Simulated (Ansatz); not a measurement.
# C3H4F4O (2,2,3,3-tetrafluoro-1-propanol): revPBE/6-31G(d) (spherical functions)

Aim: the energy change on altering one bond length of C3H4F4O (2,2,3,3-tetrafluoro-1-propanol) at revPBE/6-31G* (spherical functions), from 2 runs. 

Program for the calculation: Ansatz 0.2.0.

57 further runs of the same task are left out: 1 that didn't finish, 56 set aside as unsound or not needed. Runs told in other sessions of the task aren't counted.

### 1 The system as given

C3H4F4O has 12 atoms, charge 0, and is taken as a singlet. SMILES: `OCC(F)(F)C(F)F`. The coordinates come from a PBE0-D4/def2-TZVP relaxation. This is one conformer, not always the lowest.

Bond lengths: O1–C2 1.401 Å, C2–C3 1.515 Å, C3–F4 1.348 Å, C3–F5 1.362 Å, C3–C6 1.530 Å, C6–F7 1.351 Å, C6–F8 1.345 Å, O1–H9 0.962 Å, C2–H10 1.097 Å, C2–H11 1.090 Å, C6–H12 1.093 Å. Some angles: O1–C2–C3 111.4°, C2–C3–F4 109.5°, C2–C3–F5 109.0°, C2–C3–C6 113.9°, F4–C3–F5 107.7°, F4–C3–C6 109.5°, F5–C3–C6 107.0°, C3–C6–F7 108.8°, C3–C6–F8 109.8°, F7–C6–F8 108.4°.

### 2 A single-point energy at revPBE/6-31G(d) (spherical functions)

Contents of in.yaml:

```yaml
basis:
  gaussian:
    orbitals: 6-31G_st_-spherical.json
crystal:
  periodic: [false, false, false]
  atoms:
    - symbol: O
      position_ang: [0.219400, 1.742740, -0.684260]
    - symbol: C
      position_ang: [0.950080, 0.567630, -0.464620]
    - symbol: C
      position_ang: [0.229850, -0.361420, 0.491610]
    - symbol: F
      position_ang: [0.994010, -1.447260, 0.725190]
    - symbol: F
      position_ang: [0.046940, 0.280610, 1.679320]
    - symbol: C
      position_ang: [-1.151250, -0.804240, 0.004940]
    - symbol: F
      position_ang: [-1.008330, -1.466360, -1.163620]
    - symbol: F
      position_ang: [-1.702680, -1.640700, 0.901800]
    - symbol: H
      position_ang: [0.219230, 2.257150, 0.128140]
    - symbol: H
      position_ang: [1.946670, 0.753620, -0.046450]
    - symbol: H
      position_ang: [1.066080, 0.063840, -1.424720]
    - symbol: H
      position_ang: [-1.810000, 0.054390, -0.147350]
hamiltonian:
  xc: {name: revPBE}
accuracy: high
output: {orbitals: {seedname: orbitals}}
```

The basis set 6-31G* is read from a file made from the Basis Set Exchange's data (not shown).

Started as:

```sh
$ ansatz run in.yaml --threads 1 --pin off --max-ram 3480MiB --events-out events.jsonl --progress --plain --runs-dir runs
```

Output:

```text
Warning: RAYON_NUM_THREADS=1 ignored (pool sized by the plan → 1); use --threads N
Functional definition: revPBE
  name "revPBE"
  parameter kappa = 1.245
  parameter beta = 0.06672455060314922
  exchange = pbe_x(kappa = kappa, mu = beta*pi^2/3)
  correlation = pbe_c(beta = beta)
2883 factors; integrals over basis functions are off by at most 5.0e-9 eV
mean field evaluation 1: about -16079.0153 eV, gradient 5.5e1 eV
mean field evaluation 2: about -16072.0606 eV, gradient 8.3e1 eV
mean field evaluation 4: about -16084.2324 eV, gradient 3.3e0 eV
mean field evaluation 8: about -16084.2336 eV, gradient 1.3e-1 eV
mean field evaluation 16: about -16084.2336 eV, gradient 2.2e-5 eV
mean field -16084.23358359 eV, -591.0846819117 hartree, gradient 9.4e-8 eV, S^2 0.000000; 0 other end points of the search recorded, 0 dependent functions left out
reference -16084.23358605 eV, -591.0846820022 hartree; 33, 33 occupied and 87, 87 virtual orbitals, 2883 factors
Total energy: -16084.23358605 eV, -591.0846820022 hartree
```

Run time: 14 s. Hardware: 1 thread of Arm Neoverse V1, shared host; peak memory 0.41 GiB.

### 3 The distorted shape, same level

Contents of molecule.yaml:

```yaml
crystal:
  periodic: [false, false, false]
  atoms:
    - {symbol: O, position_ang: [0.579514, 2.207263, -1.162373]}
    - {symbol: C, position_ang: [1.310194, 1.032153, -0.942733]}
    - {symbol: C, position_ang: [0.229850, -0.361420, 0.491610]}
    - {symbol: F, position_ang: [0.994010, -1.447260, 0.725190]}
    - {symbol: F, position_ang: [0.046940, 0.280610, 1.679320]}
    - {symbol: C, position_ang: [-1.151250, -0.804240, 0.004940]}
    - {symbol: F, position_ang: [-1.008330, -1.466360, -1.163620]}
    - {symbol: F, position_ang: [-1.702680, -1.640700, 0.901800]}
    - {symbol: H, position_ang: [0.579344, 2.721673, -0.349973]}
    - {symbol: H, position_ang: [2.306784, 1.218143, -0.524563]}
    - {symbol: H, position_ang: [1.426194, 0.528363, -1.902833]}
    - {symbol: H, position_ang: [-1.810000, 0.054390, -0.147350]}
basis:
  gaussian:
    orbitals: 6-31G_st_-spherical.json
hamiltonian:
  xc: {name: revPBE}
accuracy: high
output: {orbitals: {seedname: orbitals}}
```

The basis set 6-31G* is read from a file made from the Basis Set Exchange's data (not shown).

Started as:

```sh
$ ansatz run molecule.yaml --threads 1 --pin off --max-ram 3480MiB --events-out events.jsonl --progress --plain --runs-dir runs
```

Output:

```text
Warning: RAYON_NUM_THREADS=1 ignored (pool sized by the plan → 1); use --threads N
Functional definition: revPBE
  name "revPBE"
  parameter kappa = 1.245
  parameter beta = 0.06672455060314922
  exchange = pbe_x(kappa = kappa, mu = beta*pi^2/3)
  correlation = pbe_c(beta = beta)
2836 factors; integrals over basis functions are off by at most 8.1e-9 eV
mean field evaluation 1: about -16076.1146 eV, gradient 5.7e1 eV
mean field evaluation 2: about -16052.6070 eV, gradient 1.2e2 eV
mean field evaluation 4: about -16082.2081 eV, gradient 4.9e0 eV
mean field evaluation 8: about -16082.2317 eV, gradient 4.6e-1 eV
mean field evaluation 16: about -16082.2322 eV, gradient 1.1e-4 eV
mean field -16082.23221727 eV, -591.0111330563 hartree, gradient 3.6e-8 eV, S^2 0.000000; 0 other end points of the search recorded, 0 dependent functions left out
reference -16082.23221986 eV, -591.0111331512 hartree; 33, 33 occupied and 87, 87 virtual orbitals, 2836 factors
Total energy: -16082.23221986 eV, -591.0111331512 hartree
```

Wall time 14 s (1 thread of Arm Neoverse V1, shared host); peak memory 0.39 GiB.

### 4 What came out

Level: revPBE/6-31G* (spherical functions).

```
                                                         quantity          value
                                        first shape: total energy  -591.08468 Eh
                                         first shape: HOMO energy       -6.38 eV
                                         first shape: LUMO energy        0.98 eV
                                       first shape: HOMO–LUMO gap        7.36 eV
                                    distorted shape: total energy  -591.01113 Eh
                                     distorted shape: HOMO energy       -5.49 eV
                                     distorted shape: LUMO energy       -1.44 eV
                                   distorted shape: HOMO–LUMO gap        4.05 eV
energy change with the C2–C3 bond stretched from 1.515 to 2.273 Å       2.001 eV
```

With the C2–C3 bond stretched from 1.515 to 2.273 Å the energy rises by 2.00 eV (46 kcal/mol). The first shape isn't relaxed at this level, so the change isn't measured from a minimum.
